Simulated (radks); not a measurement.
# Valence configurations of In⁺

NIST gives [Kr] 4d10 5s2 as the ground configuration of In⁺. Does this level of theory agree? Several fillings of the valence shells are run.

Method: Dirac Kohn-Sham, PBEsol, spin-unpolarised, spherical densities, finite nucleus; open shells fill j = l - 1/2 first. Code: radks (a radial shooting solver on a logarithmic mesh, Libxc functionals) version 1.

### 1 The system

```
element            : indium (Z = 49)
charge             : +1
electrons          : 48
configuration      : [Kr] 4d10 5s2
nuclear rms radius : 4.6156 fm
others tried       : 4d9 5s2 5p1; 4d8 5s2 5p2; 4d9.5 5s2 5p0.5; 4d10 5s1.5 5p0.5; 4d9.5 5s1 5p1.5; 4d9 5s1 5p2; 4d10 5s1 5p1; 4d9 5p3; 4d10 5p2
```

### 2 [Kr] 4d10 5s2

Input:

```text
Z 49
configuration [Kr] 4d10 5s2
relativity Dirac
functional pbe_sol,pbe_sol
spin unpolarised
j_filling energy
nucleus finite rms 4.6156 fm
c 137.035999084
```

### 3 [Kr] 4d9 5s2 5p1

Changes since step 2:

```diff
@@ -1,3 +1,3 @@
 Z 49
-configuration [Kr] 4d10 5s2
+configuration [Kr] 4d9 5s2 5p1
 relativity Dirac
```

### 4 [Kr] 4d8 5s2 5p2

Changes since step 3:

```diff
@@ -1,3 +1,3 @@
 Z 49
-configuration [Kr] 4d9 5s2 5p1
+configuration [Kr] 4d8 5s2 5p2
 relativity Dirac
```

### 5 [Kr] 4d9.5 5s2 5p0.5

Changes since step 4:

```diff
@@ -1,3 +1,3 @@
 Z 49
-configuration [Kr] 4d8 5s2 5p2
+configuration [Kr] 4d9.5 5s2 5p0.5
 relativity Dirac
```

### 6 [Kr] 4d10 5s1.5 5p0.5

Changes since step 5:

```diff
@@ -1,3 +1,3 @@
 Z 49
-configuration [Kr] 4d9.5 5s2 5p0.5
+configuration [Kr] 4d10 5s1.5 5p0.5
 relativity Dirac
```

### 7 [Kr] 4d9.5 5s1 5p1.5

Changes since step 6:

```diff
@@ -1,3 +1,3 @@
 Z 49
-configuration [Kr] 4d10 5s1.5 5p0.5
+configuration [Kr] 4d9.5 5s1 5p1.5
 relativity Dirac
```

### 8 [Kr] 4d9 5s1 5p2

Changes since step 7:

```diff
@@ -1,3 +1,3 @@
 Z 49
-configuration [Kr] 4d9.5 5s1 5p1.5
+configuration [Kr] 4d9 5s1 5p2
 relativity Dirac
```

### 9 [Kr] 4d10 5s1 5p1

Changes since step 8:

```diff
@@ -1,3 +1,3 @@
 Z 49
-configuration [Kr] 4d9 5s1 5p2
+configuration [Kr] 4d10 5s1 5p1
 relativity Dirac
```

### 10 [Kr] 4d9 5p3

Changes since step 9:

```diff
@@ -1,3 +1,3 @@
 Z 49
-configuration [Kr] 4d10 5s1 5p1
+configuration [Kr] 4d9 5p3
 relativity Dirac
```

### 11 [Kr] 4d10 5p2

Changes since step 10:

```diff
@@ -1,3 +1,3 @@
 Z 49
-configuration [Kr] 4d9 5p3
+configuration [Kr] 4d10 5p2
 relativity Dirac
```

What does the calculation give? Wanted: for each run, valence; E − E(NIST configuration); highest level; its energy; 1s shift.

As calculated:

| valence | E − E(NIST configuration) (eV) | highest level | its energy (eV) | 1s shift (eV) |
| --- | --- | --- | --- | --- |
| 4d10 5s2 | 0.000 | 5s1/2 | -14.982 | +0.00 |
| 4d10 5s1.5 5p0.5 | 3.148 | 5p1/2 | -9.104 | -0.74 |
| 4d10 5s1 5p1 | 6.330 | 5p1/2 | -9.468 | -1.47 |
| 4d9.5 5s2 5p0.5 | 8.993 | 5p1/2 | -9.614 | -3.67 |
| 4d10 5p2 | 12.797 | 5p1/2 | -10.150 | -2.86 |
| 4d9.5 5s1 5p1.5 | 15.648 | 5p1/2 | -10.297 | -5.07 |
| 4d9 5s2 5p1 | 18.984 | 5p1/2 | -10.448 | -7.38 |
| 4d9 5s1 5p2 | 25.957 | 5p1/2 | -11.080 | -8.72 |
| 4d9 5p3 | 33.643 | 5p3/2 | -11.191 | -10.25 |
| 4d8 5s2 5p2 | 42.019 | 5p1/2 | -11.993 | -14.95 |

**Reading.** The NIST configuration is the lowest of those tried, 3.148 eV under 4d10 5s1.5 5p0.5. The energies are those of spherical spin-averaged densities, not of single terms. The 1s eigenvalue shifts by up to 14.95 eV as the valence charge is rearranged.
